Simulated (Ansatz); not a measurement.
Born–Oppenheimer molecular dynamics of a periodic cell of 36 atoms, Be (start crystal Be, start structure hcp, volume 1 times the crystal's). It goes on from the last frame of an earlier run, with new velocities.

These are results of Ansatz, DFT PBEsol, scalar-relativistic, plane waves, PAW, not measurements. Settings: accuracy low, cutoff 420 eV, k mesh 2x2x2, fermi-dirac smearing 0.17 eV, no spin polarisation.

* ensemble: NPT, Langevin
* time step: 1.5 fs
* steps asked: 60
* set temperature: 1400 K
* friction: 0.02 /fs
* pressure: 0 GPa
* seed: 701561

First frame:

```xyz
36
Lattice="6.8700 0.0000 0.0000 -3.4350 5.9496 0.0000 0.0000 0.0000 7.1769" Properties=species:S:1:pos:R:3
Be -0.070 0.013 -0.047
Be 0.129 1.354 1.568
Be 0.053 0.033 3.475
Be 0.069 1.314 5.165
Be -1.151 1.970 -0.043
Be -0.887 3.373 1.576
Be -0.939 2.361 3.351
Be -1.266 3.252 5.184
Be -1.780 4.218 -0.103
Be -1.972 5.528 1.863
Be -2.252 4.269 3.431
Be -2.200 5.390 5.262
Be 2.337 0.132 -0.045
Be 2.509 1.389 1.634
Be 2.291 -0.028 3.462
Be 2.483 1.591 5.208
Be 1.555 2.045 -0.082
Be 1.158 3.347 1.410
Be 1.058 1.880 3.157
Be 1.192 3.075 5.193
Be 0.151 3.909 -0.249
Be 0.112 5.301 1.710
Be 0.332 4.312 3.824
Be -0.147 5.391 5.249
Be 4.246 -0.040 0.009
Be 4.702 1.067 1.592
Be 4.346 0.351 3.537
Be 4.794 1.345 5.326
Be 3.725 2.030 -0.008
Be 3.793 3.220 1.564
Be 3.498 1.873 3.452
Be 3.477 3.439 5.074
Be 2.397 4.255 -0.242
Be 2.237 5.294 1.815
Be 2.539 3.670 3.309
Be 2.184 5.311 5.203
```

What does the run give?

The run went to its last step.

```yaml
steps_done: 60
time_covered: 90 fs
mean_temperature_over_the_second_half: 1397 K
spread_of_the_potential_energy_over_the_second_half: 23.7 meV per atom
mean_potential_energy_of_the_second_half_above_the_start: -26.3 meV per atom
mean_pressure_over_the_second_half: 0.7 GPa
```

The conserved energy stayed within 0.41 meV per atom of its start (net change -0.068 meV per atom), so the integration is sound. A run of 0.09 ps of so small a system gives no equilibrium averages. Limits of this set-up: coarse k mesh, low accuracy level. The cell's volume went from 293 to 311 Å³.

What happens to the structure?

Mean squared displacements from the first frame to the last, about the centre of mass, the cell's change included: Be 0.12 Å². Another seed would give other details.

How do temperature and energy run in time?


```json
{"time (fs)": "0.0", "T (K)": "1361", "potential energy less start (eV)": "0.000", "conserved less start (meV/atom)": "0.00", "P (GPa)": "5.3", "volume (Å³)": "293.3"}
{"time (fs)": "3.0", "T (K)": "1483", "potential energy less start (eV)": "-0.813", "conserved less start (meV/atom)": "-0.10", "P (GPa)": "4.7", "volume (Å³)": "293.5"}
{"time (fs)": "6.0", "T (K)": "1693", "potential energy less start (eV)": "-1.451", "conserved less start (meV/atom)": "-0.21", "P (GPa)": "4.4", "volume (Å³)": "293.9"}
{"time (fs)": "9.0", "T (K)": "1764", "potential energy less start (eV)": "-1.667", "conserved less start (meV/atom)": "-0.21", "P (GPa)": "4.3", "volume (Å³)": "294.3"}
{"time (fs)": "12.0", "T (K)": "1570", "potential energy less start (eV)": "-1.615", "conserved less start (meV/atom)": "-0.12", "P (GPa)": "4.1", "volume (Å³)": "294.6"}
{"time (fs)": "15.0", "T (K)": "1406", "potential energy less start (eV)": "-1.260", "conserved less start (meV/atom)": "0.02", "P (GPa)": "4.1", "volume (Å³)": "294.9"}
{"time (fs)": "18.0", "T (K)": "1479", "potential energy less start (eV)": "-0.933", "conserved less start (meV/atom)": "0.10", "P (GPa)": "4.5", "volume (Å³)": "295.1"}
{"time (fs)": "21.0", "T (K)": "1450", "potential energy less start (eV)": "-0.936", "conserved less start (meV/atom)": "0.01", "P (GPa)": "4.3", "volume (Å³)": "295.5"}
{"time (fs)": "24.0", "T (K)": "1477", "potential energy less start (eV)": "-1.140", "conserved less start (meV/atom)": "-0.15", "P (GPa)": "4.0", "volume (Å³)": "296.1"}
{"time (fs)": "27.0", "T (K)": "1517", "potential energy less start (eV)": "-1.289", "conserved less start (meV/atom)": "-0.24", "P (GPa)": "3.8", "volume (Å³)": "296.7"}
{"time (fs)": "30.0", "T (K)": "1508", "potential energy less start (eV)": "-1.119", "conserved less start (meV/atom)": "-0.25", "P (GPa)": "3.8", "volume (Å³)": "297.3"}
{"time (fs)": "33.0", "T (K)": "1168", "potential energy less start (eV)": "-0.594", "conserved less start (meV/atom)": "0.16", "P (GPa)": "3.4", "volume (Å³)": "297.9"}
{"time (fs)": "36.0", "T (K)": "1038", "potential energy less start (eV)": "-0.313", "conserved less start (meV/atom)": "0.40", "P (GPa)": "3.2", "volume (Å³)": "298.5"}
{"time (fs)": "39.0", "T (K)": "1179", "potential energy less start (eV)": "-0.705", "conserved less start (meV/atom)": "0.23", "P (GPa)": "2.7", "volume (Å³)": "299.3"}
{"time (fs)": "42.0", "T (K)": "1298", "potential energy less start (eV)": "-1.459", "conserved less start (meV/atom)": "0.04", "P (GPa)": "1.9", "volume (Å³)": "300.2"}
{"time (fs)": "45.0", "T (K)": "1519", "potential energy less start (eV)": "-2.217", "conserved less start (meV/atom)": "-0.17", "P (GPa)": "1.3", "volume (Å³)": "301.0"}
{"time (fs)": "48.0", "T (K)": "1705", "potential energy less start (eV)": "-2.556", "conserved less start (meV/atom)": "-0.28", "P (GPa)": "1.0", "volume (Å³)": "301.8"}
{"time (fs)": "51.0", "T (K)": "1684", "potential energy less start (eV)": "-2.183", "conserved less start (meV/atom)": "-0.25", "P (GPa)": "1.1", "volume (Å³)": "302.4"}
{"time (fs)": "54.0", "T (K)": "1442", "potential energy less start (eV)": "-1.382", "conserved less start (meV/atom)": "-0.01", "P (GPa)": "1.2", "volume (Å³)": "303.2"}
{"time (fs)": "57.0", "T (K)": "1352", "potential energy less start (eV)": "-0.765", "conserved less start (meV/atom)": "0.24", "P (GPa)": "1.4", "volume (Å³)": "303.9"}
{"time (fs)": "60.0", "T (K)": "1341", "potential energy less start (eV)": "-0.633", "conserved less start (meV/atom)": "0.23", "P (GPa)": "1.4", "volume (Å³)": "304.4"}
{"time (fs)": "63.0", "T (K)": "1407", "potential energy less start (eV)": "-1.101", "conserved less start (meV/atom)": "-0.06", "P (GPa)": "1.0", "volume (Å³)": "304.8"}
{"time (fs)": "66.0", "T (K)": "1633", "potential energy less start (eV)": "-1.563", "conserved less start (meV/atom)": "-0.35", "P (GPa)": "0.9", "volume (Å³)": "305.1"}
{"time (fs)": "69.0", "T (K)": "1504", "potential energy less start (eV)": "-1.486", "conserved less start (meV/atom)": "-0.24", "P (GPa)": "0.7", "volume (Å³)": "305.4"}
{"time (fs)": "72.0", "T (K)": "1386", "potential energy less start (eV)": "-0.949", "conserved less start (meV/atom)": "-0.06", "P (GPa)": "0.7", "volume (Å³)": "306.3"}
{"time (fs)": "75.0", "T (K)": "1227", "potential energy less start (eV)": "-0.247", "conserved less start (meV/atom)": "0.16", "P (GPa)": "0.7", "volume (Å³)": "307.4"}
{"time (fs)": "78.0", "T (K)": "1130", "potential energy less start (eV)": "0.220", "conserved less start (meV/atom)": "0.26", "P (GPa)": "0.6", "volume (Å³)": "308.6"}
{"time (fs)": "81.0", "T (K)": "1233", "potential energy less start (eV)": "0.225", "conserved less start (meV/atom)": "0.10", "P (GPa)": "0.5", "volume (Å³)": "309.6"}
{"time (fs)": "84.0", "T (K)": "1245", "potential energy less start (eV)": "-0.040", "conserved less start (meV/atom)": "-0.07", "P (GPa)": "-0.1", "volume (Å³)": "310.5"}
{"time (fs)": "87.0", "T (K)": "1310", "potential energy less start (eV)": "-0.249", "conserved less start (meV/atom)": "-0.16", "P (GPa)": "-0.4", "volume (Å³)": "311.0"}
{"time (fs)": "90.0", "T (K)": "1225", "potential energy less start (eV)": "-0.341", "conserved less start (meV/atom)": "-0.07", "P (GPa)": "-0.7", "volume (Å³)": "311.2"}
```

The run took 7.8 min on 1 thread of Arm Neoverse V2 (shared host), peak memory 0.66 GiB.
